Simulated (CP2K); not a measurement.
# BBrCl (SMILES Cl[B]Br), step by step

Aim: a series of 8 runs (RPA@PBE/ccGRB-D) of BBrCl. The setting varied is the cutoff. 

Program for the calculation: CP2K 2026.2.

8 further runs of the same task are left out: 8 set aside as unsound or not needed.

### Step 1. The system as given

BBrCl has 3 atoms, charge 0, and is taken as a doublet. As SMILES, `Cl[B]Br`. The coordinates come from a GFN2-xTB relaxation.

Bond lengths: Cl1–B2 1.686 Å, B2–Br3 1.876 Å. Angles: Cl1–B2–Br3 123.3°.

### Step 2. A single-point energy at RPA@PBE/ccGRB-D (density fitting, core potential, minimax 1, quadrature points 10) (run 1)

File molecule.xyz:

```xyz
3

Cl    -0.137210     1.549190     0.085210
B     -0.492410    -0.059340    -0.273360
Br     0.629620    -1.489840     0.188150
```

File molecule.inp:

```
&GLOBAL
  PROJECT_NAME molecule
  RUN_TYPE ENERGY
  PRINT_LEVEL MEDIUM
&END

&FORCE_EVAL
  METHOD QS
  &DFT
    BASIS_SET_FILE_NAME BASIS_ccGRB_UZH
    POTENTIAL_FILE_NAME POTENTIAL_UZH
    AUTO_BASIS RI_AUX MEDIUM
    SORT_BASIS EXP
    CHARGE 0
    MULTIPLICITY 2
    UKS T
    # Quickstep
    &QS
      METHOD GPW
      EPS_DEFAULT 1.0E-10
    &END
    # plane-wave cutoff in Ry
    &MGRID
      CUTOFF 350
      REL_CUTOFF 50
      NGRIDS 4
    &END
    # cluster boundary conditions
    &POISSON
      PERIODIC NONE
      POISSON_SOLVER MULTIPOLE
    &END
    # self-consistent field
    &SCF
      SCF_GUESS ATOMIC
      EPS_SCF 1.0E-06
      MAX_SCF 40
      &OT ON
        MINIMIZER DIIS
        PRECONDITIONER FULL_SINGLE_INVERSE
      &END
      &OUTER_SCF
        EPS_SCF 1.0E-06
        MAX_SCF 8
      &END
    &END
    # exchange and correlation
    &XC
      &XC_FUNCTIONAL PBE
      &END
      &WF_CORRELATION
        &RI_RPA
          QUADRATURE_POINTS 10
          MINIMAX_QUADRATURE T
          # exact exchange
          &HF
            FRACTION 1
            &SCREENING
              EPS_SCHWARZ 1.0E-09
              SCREEN_ON_INITIAL_P F
            &END
            &INTERACTION_POTENTIAL
              POTENTIAL_TYPE COULOMB
            &END
            &MEMORY
              MAX_MEMORY 1750
            &END
          &END
        &END
        MEMORY 1500
        &INTEGRALS
          ERI_METHOD OS
        &END
        &LOW_SCALING
        &END
      &END
    &END
    # extra output
    &PRINT
      &MOMENTS
        PERIODIC F
        REFERENCE COM
        MAX_MOMENT 1
      &END
      &MO_CUBES
        NLUMO 5
        NHOMO -1
        WRITE_CUBE F
      &END
      &HIRSHFELD OFF
      &END
    &END
  &END
  # atoms, cell and kinds
  &SUBSYS
    &CELL
      ABC [angstrom] 8.1 10 7.5
      PERIODIC NONE
    &END
    &TOPOLOGY
      COORD_FILE_NAME molecule.xyz
      COORD_FILE_FORMAT XYZ
      &CENTER_COORDINATES
      &END
    &END
    &KIND Cl
      BASIS_SET ccGRB-D-q7
      POTENTIAL GTH-PBE-q7
    &END
    &KIND B
      BASIS_SET ccGRB-D-q3
      POTENTIAL GTH-PBE-q3
    &END
    &KIND Br
      BASIS_SET ccGRB-D-q7
      POTENTIAL GTH-PBE-q7
    &END
  &END
&END
```

Started as:

```bash
OMP_NUM_THREADS=2 cp2k.psmp molecule.inp > molecule.out
```

The log of the run, shortened:

```text
CP2K| version string:                                       CP2K version 2026.2
[...]
 GLOBAL| Method name                                                        CP2K
[...]
 GLOBAL| Run type                                                         ENERGY
[...]
 DFT| Spin unrestricted (spin-polarized) Kohn-Sham calculation               UKS
 DFT| Multiplicity                                                             2
[...]
 DFT| Charge                                                                   0
[...]
 FUNCTIONAL| PBE:
 QS| Method:                                                                 GPW
[...]
 QS| Density cutoff [a.u.]:                                                175.0
[...]
 QS| Relative density cutoff [a.u.]:                                        25.0
[...]
                             - Atoms:                                          3
[...]
                             - Spherical basis functions:                     39
[...]
 Number of electrons:                                                          9
[...]
     1 OT DIIS     0.80E-01    0.6     0.10053718       -29.5431091482 -2.95E+01
[...]
    10 OT DIIS     0.80E-01    0.6     0.00000071       -31.1681510030 -3.21E-10
  *** SCF run converged in    10 steps ***
[...]
  Overlap energy of the core charge distribution:               0.00000070483593
  Self energy of the core charge distribution:                -67.37706794500677
  Core Hamiltonian energy:                                     15.91180722471954
  Hartree energy:                                              26.81541713630154
  Exchange-correlation energy:                                 -6.51830812385980
  Total energy:                                               -31.16815100300956
[...]
                     Mulliken Population Analysis
 #  Atom  Element  Kind  Atomic population (alpha,beta) Net charge  Spin moment
       1     Cl       1         3.489883     3.435479     0.074638     0.054404
       2     B        2         1.969026     1.110257    -0.079283     0.858769
       3     Br       3         3.541091     3.454265     0.004644     0.086827
 # Total charge and spin        9.000000     8.000000     0.000000     1.000000
[...]
  Dipole moment [Debye]
    X=  0.3977122E+00 Y=  0.3546693E+00 Z=  0.2507445E+00  Total=      0.5889296
[...]
 HOMO - LUMO gap [eV] :    4.878350
[...]
 ENERGY| Total FORCE_EVAL ( QS ) energy [hartree]            -31.026421464062697
[...]
```

Wall time 34 s (2 threads of Arm Neoverse V1, shared host); peak memory 0.77 GiB.

### Step 3. The singlet cation: the energy at RPA@PBE/ccGRB-D (density fitting, core potential, minimax 1, quadrature points 10) (run 2)

molecule.xyz is that of step 2.

File gas.inp:

```
&GLOBAL
  PROJECT_NAME gas
  RUN_TYPE ENERGY
  PRINT_LEVEL MEDIUM
&END

&FORCE_EVAL
  METHOD QS
  &DFT
    BASIS_SET_FILE_NAME BASIS_ccGRB_UZH
    POTENTIAL_FILE_NAME POTENTIAL_UZH
    AUTO_BASIS RI_AUX MEDIUM
    SORT_BASIS EXP
    CHARGE 1
    MULTIPLICITY 1
    &QS
      METHOD GPW
      EPS_DEFAULT 1.0E-10
    &END
    &MGRID
      CUTOFF 350
      REL_CUTOFF 50
      NGRIDS 4
    &END
    &POISSON
      PERIODIC NONE
      POISSON_SOLVER MULTIPOLE
    &END
    &SCF
      SCF_GUESS ATOMIC
      EPS_SCF 1.0E-06
      MAX_SCF 100
      ADDED_MOS 10
      &DIAGONALIZATION
        ALGORITHM STANDARD
      &END
      &MIXING
        METHOD PULAY_MIXING
        ALPHA 0.2
        NBUFFER 4
      &END
    &END
    &XC
      &XC_FUNCTIONAL PBE
      &END
      &WF_CORRELATION
        &RI_RPA
          QUADRATURE_POINTS 10
          MINIMAX_QUADRATURE T
          &HF
            FRACTION 1
            &SCREENING
              EPS_SCHWARZ 1.0E-09
              SCREEN_ON_INITIAL_P F
            &END
            &INTERACTION_POTENTIAL
              POTENTIAL_TYPE COULOMB
            &END
            &MEMORY
              MAX_MEMORY 1750
            &END
          &END
        &END
        MEMORY 1500
        &INTEGRALS
          ERI_METHOD OS
        &END
        &LOW_SCALING
        &END
      &END
    &END
    &PRINT
      &MOMENTS
        PERIODIC F
        REFERENCE COM
        MAX_MOMENT 1
      &END
      &MO ON
        ENERGIES T
        OCCUPATION_NUMBERS T
        NDIGITS 6
        &EACH
          QS_SCF 0
        &END
        ADD_LAST NUMERIC
      &END
      &HIRSHFELD OFF
      &END
    &END
  &END
  &SUBSYS
    &CELL
      ABC [angstrom] 8.1 10 7.5
      PERIODIC NONE
    &END
    &TOPOLOGY
      COORD_FILE_NAME molecule.xyz
      COORD_FILE_FORMAT XYZ
      &CENTER_COORDINATES
      &END
    &END
    &KIND Cl
      BASIS_SET ccGRB-D-q7
      POTENTIAL GTH-PBE-q7
    &END
    &KIND B
      BASIS_SET ccGRB-D-q3
      POTENTIAL GTH-PBE-q3
    &END
    &KIND Br
      BASIS_SET ccGRB-D-q7
      POTENTIAL GTH-PBE-q7
    &END
  &END
&END
```

Started as:

```bash
OMP_NUM_THREADS=2 cp2k.psmp gas.inp > gas.out
```

The log of the run, shortened:

```text
CP2K| version string:                                       CP2K version 2026.2
[...]
 GLOBAL| Method name                                                        CP2K
[...]
 GLOBAL| Run type                                                         ENERGY
[...]
 DFT| Spin restricted Kohn-Sham (RKS) calculation                            RKS
 DFT| Multiplicity                                                             1
[...]
 DFT| Charge                                                                   1
[...]
 FUNCTIONAL| PBE:
 QS| Method:                                                                 GPW
[...]
 QS| Density cutoff [a.u.]:                                                175.0
[...]
 QS| Relative density cutoff [a.u.]:                                        25.0
[...]
                             - Atoms:                                          3
[...]
                             - Spherical basis functions:                     39
[...]
 Number of electrons:                                                         16
[...]
     1 NoMix/Diag. 0.20E+00    0.4     1.20585146       -30.6140357474 -3.06E+01
[...]
    23 Pulay/Diag. 0.20E+00    0.4     0.00000062       -30.8588116793 -8.25E-07
  *** SCF run converged in    23 steps ***
[...]
  Overlap energy of the core charge distribution:               0.00000070483593
  Self energy of the core charge distribution:                -67.37706794500677
  Core Hamiltonian energy:                                     15.43114550139586
  Hartree energy:                                              27.26288340730689
  Exchange-correlation energy:                                 -6.17577334785632
  Total energy:                                               -30.85881167932441
[...]
                     Mulliken Population Analysis
 #  Atom  Element  Kind  Atomic population                           Net charge
       1     Cl       1          6.610192                              0.389808
       2     B        2          2.785312                              0.214688
       3     Br       3          6.604496                              0.395504
 # Total charge                             16.000000                  1.000000
[...]
  Dipole moment [Debye]
    X= -0.1668135E+01 Y=  0.1939549E+01 Z= -0.7081395E+00  Total=      2.6544275
[...]
 ENERGY| Total FORCE_EVAL ( QS ) energy [hartree]            -30.724130396810967
[...]
```

It took 11 s on 2 threads of Arm Neoverse V1, shared host; peak memory 0.81 GiB.

Runs 3 to 7 aren't shown in full; the table further down has their settings and results.

### Step 4. The singlet cation: the energy at RPA@PBE/ccGRB-D (density fitting, core potential, minimax 1, quadrature points 10) (run 8)

molecule.xyz is that of step 3.

File molecule.inp:

```
&GLOBAL
  PROJECT molecule
  RUN_TYPE ENERGY
  PRINT_LEVEL MEDIUM
&END GLOBAL

&FORCE_EVAL
  METHOD QUICKSTEP
  &DFT
    BASIS_SET_FILE_NAME BASIS_ccGRB_UZH
    POTENTIAL_FILE_NAME POTENTIAL_UZH
    AUTO_BASIS RI_AUX MEDIUM
    SORT_BASIS EXP
    CHARGE 1
    &QS
      METHOD GPW
      EPS_DEFAULT 1.0E-10
    &END QS
    &MGRID
      CUTOFF 800
      REL_CUTOFF 50
      NGRIDS 4
    &END MGRID
    &POISSON
      PERIODIC NONE
      POISSON_SOLVER MULTIPOLE
    &END POISSON
    &SCF
      SCF_GUESS ATOMIC
      EPS_SCF 1.0E-06
      MAX_SCF 100
      ADDED_MOS 10
      &DIAGONALIZATION
        ALGORITHM STANDARD
      &END DIAGONALIZATION
      &MIXING
        METHOD PULAY_MIXING
        ALPHA 0.2
        NBUFFER 4
      &END MIXING
    &END SCF
    &XC
      &XC_FUNCTIONAL PBE
      &END XC_FUNCTIONAL
      &WF_CORRELATION
        &RI_RPA
          QUADRATURE_POINTS 10
          MINIMAX_QUADRATURE T
          &HF
            FRACTION 1
            &SCREENING
              EPS_SCHWARZ 1.0E-09
            &END SCREENING
            &MEMORY
              MAX_MEMORY 1750
            &END MEMORY
          &END HF
        &END RI_RPA
        MEMORY 1500
        &INTEGRALS
          ERI_METHOD OS
        &END INTEGRALS
        &LOW_SCALING
        &END LOW_SCALING
      &END WF_CORRELATION
    &END XC
    &PRINT
      &MOMENTS
        PERIODIC F
        REFERENCE COM
        MAX_MOMENT 1
      &END MOMENTS
      &MO ON
        ENERGIES T
        OCCUPATION_NUMBERS T
        NDIGITS 6
        &EACH
          QS_SCF 0
        &END EACH
        ADD_LAST NUMERIC
      &END MO
      &HIRSHFELD OFF
      &END HIRSHFELD
    &END PRINT
  &END DFT
  &SUBSYS
    &CELL
      ABC 8.1 10 7.5
      PERIODIC NONE
    &END CELL
    &TOPOLOGY
      COORD_FILE_NAME molecule.xyz
      COORD_FILE_FORMAT XYZ
      &CENTER_COORDINATES
      &END CENTER_COORDINATES
    &END TOPOLOGY
    &KIND Cl
      BASIS_SET ccGRB-D-q7
      POTENTIAL GTH-PBE-q7
    &END KIND
    &KIND B
      BASIS_SET ccGRB-D-q3
      POTENTIAL GTH-PBE-q3
    &END KIND
    &KIND Br
      BASIS_SET ccGRB-D-q7
      POTENTIAL GTH-PBE-q7
    &END KIND
  &END SUBSYS
&END FORCE_EVAL
```

Started as:

```bash
OMP_NUM_THREADS=2 cp2k.psmp -i molecule.inp > molecule.out 2>&1
```

The log of the run, shortened:

```text
CP2K| version string:                                       CP2K version 2026.2
[...]
 GLOBAL| Method name                                                        CP2K
[...]
 GLOBAL| Run type                                                         ENERGY
[...]
 DFT| Spin restricted Kohn-Sham (RKS) calculation                            RKS
 DFT| Multiplicity                                                             1
[...]
 DFT| Charge                                                                   1
[...]
 FUNCTIONAL| PBE:
 QS| Method:                                                                 GPW
[...]
 QS| Density cutoff [a.u.]:                                                400.0
[...]
 QS| Relative density cutoff [a.u.]:                                        25.0
[...]
                             - Atoms:                                          3
[...]
                             - Spherical basis functions:                     39
[...]
 Number of electrons:                                                         16
[...]
     1 NoMix/Diag. 0.20E+00    1.5     1.20588167       -30.6140358015 -3.06E+01
[...]
    23 Pulay/Diag. 0.20E+00    1.9     0.00000062       -30.8588115445 -8.25E-07
  *** SCF run converged in    23 steps ***
[...]
  Overlap energy of the core charge distribution:               0.00000070483593
  Self energy of the core charge distribution:                -67.37706794500677
  Core Hamiltonian energy:                                     15.43114564106396
  Hartree energy:                                              27.26288313457663
  Exchange-correlation energy:                                 -6.17577307998295
  Total energy:                                               -30.85881154451320
[...]
                     Mulliken Population Analysis
 #  Atom  Element  Kind  Atomic population                           Net charge
       1     Cl       1          6.610195                              0.389805
       2     B        2          2.785308                              0.214692
       3     Br       3          6.604497                              0.395503
 # Total charge                             16.000000                  1.000000
[...]
  Dipole moment [Debye]
    X= -0.1668131E+01 Y=  0.1939547E+01 Z= -0.7081407E+00  Total=      2.6544245
[...]
 ENERGY| Total FORCE_EVAL ( QS ) energy [hartree]            -30.724130461531306
[...]
```

Wall time 47 s (2 threads of Arm Neoverse V1, shared host); peak memory 1.9 GiB.

### Step 5. Overview of the runs

| run | cutoff | iteration cap | partner | energy (Eh) | HOMO energy (eV) | LUMO energy (eV) | correlation energy (mEh) | wall time |
| --- | --- | --- | --- | --- | --- | --- | --- | --- |
| 1 | 350 | 40 | base | -31.026421 | -4.97 | -2.73 | -423.5 | 34 s |
| 2 | 350 | 100 | cation | -30.724130 | -14.10 | -11.57 | -444.1 | 11 s |
| 3 | 450 | 40 | base | -31.026422 | -4.97 | -2.73 | -423.5 | 42 s |
| 4 | 450 | 100 | cation | -30.724130 | -14.10 | -11.57 | -444.1 | 14 s |
| 5 | 600 | 40 | base | -31.026421 | -4.97 | -2.73 | -423.5 | 94 s |
| 6 | 600 | 100 | cation | -30.724130 | -14.10 | -11.57 | -444.1 | 28 s |
| 7 | 800 | 40 | base | -31.026421 | -4.97 | -2.73 | -423.5 | 2.6 min |
| 8 | 800 | 100 | cation | -30.724130 | -14.10 | -11.57 | -444.1 | 47 s |

Convergence of the total energy of doublet BBrCl with the cutoff, against the last point:

| cutoff | from the last (mEh) | wall time |
| --- | --- | --- |
| 350 Ry | -0.000 | 34 s |
| 450 Ry | -0.000 | 42 s |
| 600 Ry | -0.000 | 94 s |
| 800 Ry | +0.000 | 2.6 min |

Convergence of the dipole moment (of the density that the program reports) of doublet BBrCl with the cutoff, against the last point:

| cutoff | from the last (D) | wall time |
| --- | --- | --- |
| 350 Ry | -0.0000 | 34 s |
| 450 Ry | +0.0000 | 42 s |
| 600 Ry | +0.0000 | 94 s |
| 800 Ry | +0.0000 | 2.6 min |

### Step 6. Summary of results

| quantity | value |
| --- | --- |
| singlet cation, run 8: total energy | -30.72413 Eh |
| singlet cation, run 8: HOMO energy (PBE Kohn–Sham orbitals) | -14.10 eV |
| singlet cation, run 8: LUMO energy (PBE Kohn–Sham orbitals) | -11.57 eV |
| singlet cation, run 8: HOMO–LUMO gap (PBE Kohn–Sham orbitals) | 2.53 eV |
| singlet cation, run 8: RPA correlation energy | -444.1 mEh |

All runs together took 7.1 min, the longest 2.6 min.
